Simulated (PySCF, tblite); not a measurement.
**C8H9N: dynamics, then NMR shifts on frames**

Aim: move C8H9N (`N#CCC1=CCC=CC1`) away from its starting geometry and see how NMR shifts follow the geometry.

The runs use tblite 0.8.0 and PySCF 2.14.0, with density-fitted response routines of our own; the level of theory stands in each step. All values are computed, except where a source is named. Atoms count from 0, in the outputs and in this text.

## Step 1: Starting geometry

18 atoms, charge 0, multiplicity 1; geometry from: GFN2-xTB.

Bonds of the start (Å): N0–C1 1.14, C1–C2 1.44, C2–C3 1.51, C3–C4 1.32, C4–C5 1.50, C5–C6 1.50, C6–C7 1.32, C7–C8 1.50, C8–C3 1.50, C2–H9 1.10, C2–H10 1.09, C4–H11 1.08, C5–H12 1.10, C5–H13 1.10, C6–H14 1.08, C7–H15 1.08, C8–H16 1.10, C8–H17 1.10.

## Step 2: A short Langevin run with GFN2-xTB

What the job is given:

```
{"job": {"kind": "md", "xc": "GFN2-xTB", "basis": "xTB", "temperature": 400, "steps": 2000, "every": 50, "frames": 5}, "charge": 0, "multiplicity": 1}
N      3.061552     2.132824     0.328334
C      2.659013     1.068895     0.215588
C      2.124339    -0.262748     0.071582
C      0.613032    -0.214972     0.048516
C     -0.115787    -0.739497     1.020393
C     -1.610402    -0.716103     1.052533
C     -2.200703    -0.021936    -0.133319
C     -1.479318     0.507336    -1.104236
C      0.016278     0.479688    -1.140592
H      2.507808    -0.685384    -0.863502
H      2.480372    -0.871867     0.906490
H      0.360626    -1.226759     1.861865
H     -1.944755    -0.219868     1.972237
H     -1.991353    -1.743977     1.104636
H     -3.280500     0.029493    -0.158241
H     -1.955959     1.000891    -1.940104
H      0.400172     1.506969    -1.191124
H      0.346828    -0.016669    -2.062713
```

Method: GFN2-xTB Langevin dynamics, gas phase.

Started as:

```sh
> OMP_NUM_THREADS=1 python probes_run.py task.json out
```

The driver reads the jobs from task.json and runs them one after another.

What it wrote:

```text
t/fs     T/K      E/eV
    0.0   339.3   -668.44740
   25.0   292.6   -667.97071
   50.0   360.2   -668.01323
   75.0   268.6   -667.93693
  100.0   304.6   -667.90397
  125.0   292.0   -667.71623
  150.0   398.6   -667.83755
  175.0   330.9   -667.47295
  200.0   289.3   -667.46232
  225.0   234.3   -667.76618
  250.0   294.4   -667.84852
  275.0   305.9   -667.72956
  300.0   446.3   -667.91037
  325.0   333.2   -667.43573
  350.0   392.7   -667.57358
  375.0   350.3   -667.48120
  400.0   515.1   -667.79175
  425.0   420.7   -667.41201
  450.0   601.8   -667.62946
  475.0   502.8   -667.58860
  500.0   470.0   -667.39305
  525.0   405.0   -667.31941
  550.0   356.1   -667.35337
  575.0   471.9   -667.51978
  600.0   307.5   -667.35765
  625.0   448.8   -667.63776
  650.0   477.2   -667.42306
  675.0   416.7   -667.35212
  700.0   565.0   -667.34801
  725.0   437.2   -667.54201
  750.0   436.8   -667.53928
  775.0   471.1   -667.46376
  800.0   503.5   -667.40836
  825.0   344.5   -667.52727
  850.0   352.4   -667.32477
  875.0   456.7   -667.64615
  900.0   401.2   -667.50529
  925.0   406.6   -667.47231
  950.0   322.9   -667.81661
  975.0   472.3   -667.70241
 1000.0   427.1   -667.65786
```

Wall time 10 s (1 thread of Intel Xeon 6975P-C, shared host); peak memory 0.18 GiB.

Distance from the start (root mean square after alignment): 0 fs 0.00 Å, 200 fs 0.59 Å, 400 fs 0.62 Å, 600 fs 0.62 Å, 800 fs 0.75 Å, 1000 fs 0.97 Å.

Positions (Å) and forces (eV/Å) at 1000 fs:

```xyz
18

N     3.966    0.483    1.299    0.125   -0.150    0.121
C     3.099    0.451    0.558   -0.817    0.053   -0.446
C     2.010    0.559   -0.406   -1.452    0.267    2.268
C     0.679   -0.184   -0.035    1.367    0.536    0.530
C     0.671   -1.179    0.831   -0.911   -1.657    0.328
C    -0.622   -1.873    1.262    0.264   -0.923    0.990
C    -1.789   -1.712    0.368    1.413    2.795   -0.832
C    -1.729   -0.637   -0.435   -1.634   -1.962   -0.368
C    -0.638    0.344   -0.516    0.641    0.412   -1.020
H     1.857    1.630   -0.546   -0.379    0.209    0.218
H     2.313    0.214   -1.318    1.015   -1.171   -2.439
H     1.482   -1.804    1.209    0.313    1.002   -0.195
H    -0.851   -1.613    2.345    0.196   -0.145   -1.080
H    -0.495   -2.967    1.223    0.641    0.104    0.534
H    -2.502   -2.482    0.350   -0.879   -0.343   -0.029
H    -2.545   -0.470   -1.132    0.040    0.030   -0.050
H    -0.952    1.113    0.150   -0.031    1.262    0.423
H    -0.582    0.754   -1.570    0.088   -0.317    1.046
```

## Step 3: Shielding tensors: 250 fs, PBE0/pcSseg-1

What the job is given:

```
{"job": {"kind": "nmr", "xc": "PBE0", "basis": "pcSseg-1", "pop": false}, "charge": 0, "multiplicity": 1}
N      2.811200     1.555300     1.607700
C      2.442900     0.744000     0.874400
C      2.037200    -0.371600     0.114000
C      0.522600    -0.337100    -0.046400
C     -0.255300    -1.082500     0.736400
C     -1.739300    -1.129600     0.627800
C     -2.183700    -0.780300    -0.750800
C     -1.387100     0.034800    -1.510800
C     -0.025600     0.502100    -1.169100
H      2.641600    -0.315700    -0.832200
H      2.341000    -1.257300     0.642700
H      0.198800    -1.722700     1.542400
H     -2.260600    -0.411000     1.308000
H     -2.179600    -2.124100     0.858100
H     -3.169600    -1.123700    -1.082700
H     -1.660700     0.554100    -2.400600
H     -0.031600     1.490300    -0.802800
H      0.608900     0.302800    -1.988500
```

Method: GIAO PBE0/pcSseg-1 NMR shielding, non-relativistic, gas phase.

What it wrote:

```text
coarse grid: 15336 points
cycle   1  E = -364.3406321839  dE =  1.403e+00  |g| = 5.103e-01  |ddm| = 4.025e+00
cycle   2  E = -364.1997413352  dE =  1.409e-01  |g| = 9.619e-01  |ddm| = 1.282e+00
cycle   3  E = -364.4032919116  dE = -2.036e-01  |g| = 1.744e-01  |ddm| = 8.192e-01
cycle   4  E = -364.4100986471  dE = -6.807e-03  |g| = 4.767e-02  |ddm| = 1.759e-01
cycle   5  E = -364.4105768008  dE = -4.782e-04  |g| = 1.678e-02  |ddm| = 5.910e-02
cycle   6  E = -364.4106355838  dE = -5.878e-05  |g| = 6.956e-03  |ddm| = 1.881e-02
cycle   7  E = -364.4106477712  dE = -1.219e-05  |g| = 1.454e-03  |ddm| = 7.132e-03
cycle   8  E = -364.4106482992  dE = -5.281e-07  |g| = 2.702e-04  |ddm| = 1.569e-03
final grid: 149008 points
cycle   9  E = -364.4640926411  dE = -4.027e-05  |g| = 7.495e-03  |ddm| = 3.430e-02
cycle  10  E = -364.4640907911  dE =  1.850e-06  |g| = 8.051e-03  |ddm| = 1.579e-02
cycle  11  E = -364.4641076485  dE = -1.686e-05  |g| = 8.146e-04  |ddm| = 8.688e-03
cycle  12  E = -364.4641077747  dE = -1.262e-07  |g| = 3.746e-04  |ddm| = 1.042e-03
cycle  13  E = -364.4641078045  dE = -2.985e-08  |g| = 1.391e-04  |ddm| = 3.791e-04
cycle  14  E = -364.4641078086  dE = -4.058e-09  |g| = 5.173e-05  |ddm| = 1.243e-04
cycle  15  E = -364.4641078091  dE = -4.910e-10  |g| = 1.861e-05  |ddm| = 4.543e-05
converged SCF energy = -364.4641078091

GIAO shielding tensors (ppm)
atom      isotropic    diamagn.    paramagn.     s11        s22        s33       span
  0 N      -36.735     339.173    -375.909   -213.181   -181.080    284.055    497.236
  1 C       61.630     258.916    -197.285    -57.433    -52.640    294.964    352.397
  2 C      160.592     245.235     -84.643    142.844    155.735    183.198     40.354
  3 C       46.903     263.233    -216.331    -68.215     55.585    153.337    221.552
  4 C       52.507     253.192    -200.685    -49.892     65.561    141.852    191.744
  5 C      153.408     247.061     -93.653    133.385    160.176    166.662     33.276
  6 C       47.434     256.199    -208.766    -69.408     52.259    159.450    228.858
  7 C       47.425     253.945    -206.521    -62.388     40.944    163.719    226.106
  8 C      153.814     248.237     -94.423    132.817    162.932    165.693     32.876
  9 H       28.505      26.944       1.560     24.929     27.188     33.397      8.467
 10 H       28.817      28.896      -0.079     24.963     28.237     33.250      8.286
 11 H       24.977      31.712      -6.735     21.809     24.633     28.487      6.678
 12 H       28.065      29.102      -1.037     24.626     25.228     34.342      9.716
 13 H       28.223      28.524      -0.301     23.751     27.179     33.738      9.988
 14 H       24.869      29.200      -4.332     23.283     24.712     26.611      3.328
 15 H       25.512      29.947      -4.435     23.117     25.178     28.241      5.124
 16 H       29.225      31.587      -2.362     25.271     28.315     34.089      8.818
 17 H       29.995      31.814      -1.819     24.754     30.478     34.754     10.000
```

Run time: 20 s. Hardware: 1 thread of Intel Xeon 6975P-C, shared host; peak memory 0.94 GiB.

Shifts follow as δ = σ(reference) − σ, with reference shieldings (ppm) from runs at the same level and on the same kind of geometry: ¹H TMS 31.72, ¹³C TMS 186.9, ¹⁵N NH3 267.7. The references are single molecules in the gas phase, so shifts against H2O, NH3, PH3, H3PO4 or CFCl3 are not on the usual liquid scales and can be off by tens of ppm. Each atom is listed at this fixed geometry, with no averaging over motion; a spectrum would average atoms that exchange fast.

```tsv
atoms	environment	σ (ppm)	δ (ppm)
C3	fully substituted alkene carbon	46.9	140.0
C7	alkene CH	47.4	139.5
C6	alkene CH	47.4	139.5
C4	alkene CH	52.5	134.4
C1	nitrile carbon	61.6	125.3
C5	allylic sp3 CH2	153.4	33.5
C8	allylic sp3 CH2	153.8	33.1
C2	allylic sp3 CH2	160.6	26.3
H14	hydrogen on an alkene CH	24.87	6.85
H11	hydrogen on an alkene CH	24.98	6.74
H15	hydrogen on an alkene CH	25.51	6.20
H12	hydrogen on an allylic sp3 CH2	28.07	3.65
H13	hydrogen on an allylic sp3 CH2	28.22	3.49
H9	hydrogen on an allylic sp3 CH2	28.50	3.21
H10	hydrogen on an allylic sp3 CH2	28.82	2.90
H16	hydrogen on an allylic sp3 CH2	29.23	2.49
H17	hydrogen on an allylic sp3 CH2	30.00	1.72
N0	nitrile nitrogen	-36.7	304.5
```

Ring of atoms C3, C4, C5, C6, C7, C8: NICS(0) 0.7, NICS(1) -1.8, NICS(1)zz 0.4 ppm (means of both faces; NICS(1) differs between them: -3.4 and -0.2).

## Step 4: Shielding tensors: 425 fs, PBE0/pcSseg-1

What the job is given:

```
{"job": {"kind": "nmr", "xc": "PBE0", "basis": "pcSseg-1", "pop": false}, "charge": 0, "multiplicity": 1}
N      3.375800     0.923000     1.771200
C      2.848600     0.288100     0.973700
C      2.445300    -0.659400    -0.083700
C      0.914400    -0.604500    -0.099100
C      0.313700    -1.199500     0.938700
C     -1.183300    -1.106500     1.175900
C     -1.808000    -1.163000    -0.218700
C     -1.273000    -0.361000    -1.222900
C      0.027900     0.351100    -0.945400
H      2.830100    -0.336900    -0.991700
H      2.951500    -1.645900     0.132800
H      0.905700    -1.748800     1.615200
H     -1.547700    -0.196100     1.653200
H     -1.417300    -1.970600     1.805800
H     -2.606600    -1.916300    -0.294200
H     -1.740400    -0.196000    -2.172700
H     -0.003900     1.330800    -0.525600
H      0.458900     0.604300    -1.900500
```

Method: GIAO PBE0/pcSseg-1 NMR shielding, non-relativistic, gas phase.

What it wrote:

```text
coarse grid: 15336 points
cycle   1  E = -364.3206554238  dE =  1.211e+00  |g| = 5.089e-01  |ddm| = 3.948e+00
cycle   2  E = -364.1672941517  dE =  1.534e-01  |g| = 9.877e-01  |ddm| = 1.188e+00
cycle   3  E = -364.3829320967  dE = -2.156e-01  |g| = 1.584e-01  |ddm| = 7.658e-01
cycle   4  E = -364.3885657877  dE = -5.634e-03  |g| = 4.699e-02  |ddm| = 1.711e-01
cycle   5  E = -364.3890602316  dE = -4.944e-04  |g| = 1.279e-02  |ddm| = 5.546e-02
cycle   6  E = -364.3890920163  dE = -3.178e-05  |g| = 5.879e-03  |ddm| = 1.470e-02
cycle   7  E = -364.3891002775  dE = -8.261e-06  |g| = 1.727e-03  |ddm| = 5.970e-03
final grid: 149008 points
cycle   8  E = -364.4445054585  dE = -3.904e-05  |g| = 8.471e-03  |ddm| = 3.380e-02
cycle   9  E = -364.4444927383  dE =  1.272e-05  |g| = 1.102e-02  |ddm| = 1.899e-02
cycle  10  E = -364.4445233440  dE = -3.061e-05  |g| = 2.489e-03  |ddm| = 1.144e-02
cycle  11  E = -364.4445249408  dE = -1.597e-06  |g| = 3.669e-04  |ddm| = 2.309e-03
cycle  12  E = -364.4445249723  dE = -3.152e-08  |g| = 1.027e-04  |ddm| = 4.635e-04
cycle  13  E = -364.4445249744  dE = -2.076e-09  |g| = 4.447e-05  |ddm| = 1.129e-04
cycle  14  E = -364.4445249748  dE = -3.953e-10  |g| = 1.821e-05  |ddm| = 4.377e-05
converged SCF energy = -364.4445249748

GIAO shielding tensors (ppm)
atom      isotropic    diamagn.    paramagn.     s11        s22        s33       span
  0 N      -34.467     338.305    -372.772   -215.134   -173.625    285.358    500.492
  1 C       62.946     255.945    -192.999    -57.627    -46.353    292.819    350.446
  2 C      160.920     246.043     -85.123    147.839    154.737    180.183     32.344
  3 C       39.151     258.227    -219.076    -91.233     61.666    147.019    238.252
  4 C       32.573     256.449    -223.876    -90.992     45.812    142.899    233.891
  5 C      150.606     248.835     -98.230    130.820    153.431    167.567     36.747
  6 C       30.555     254.262    -223.707    -86.954     23.430    155.187    242.141
  7 C       41.657     253.177    -211.519    -80.732     49.437    156.267    236.999
  8 C      154.620     246.215     -91.595    132.238    153.702    177.921     45.683
  9 H       30.222      29.298       0.924     26.610     29.360     34.698      8.088
 10 H       27.355      25.910       1.445     24.143     25.615     32.307      8.163
 11 H       25.138      34.858      -9.720     21.737     23.541     30.137      8.400
 12 H       29.096      30.522      -1.426     25.353     26.380     35.555     10.202
 13 H       28.547      30.028      -1.481     24.003     27.704     33.933      9.930
 14 H       24.159      29.199      -5.039     22.505     23.986     25.988      3.483
 15 H       24.831      30.195      -5.364     22.839     24.817     26.836      3.998
 16 H       29.327      31.602      -2.274     25.519     26.910     35.553     10.034
 17 H       29.200      31.171      -1.971     24.446     28.869     34.284      9.838
```

Wall time 20 s (1 thread of Intel Xeon 6975P-C, shared host); peak memory 0.9 GiB.

In short: δ C6 156.4, C4 154.4, C3 147.8, C7 145.3, H14 7.56, H15 6.89 ppm.

(Part 1 of 2 ends here.)
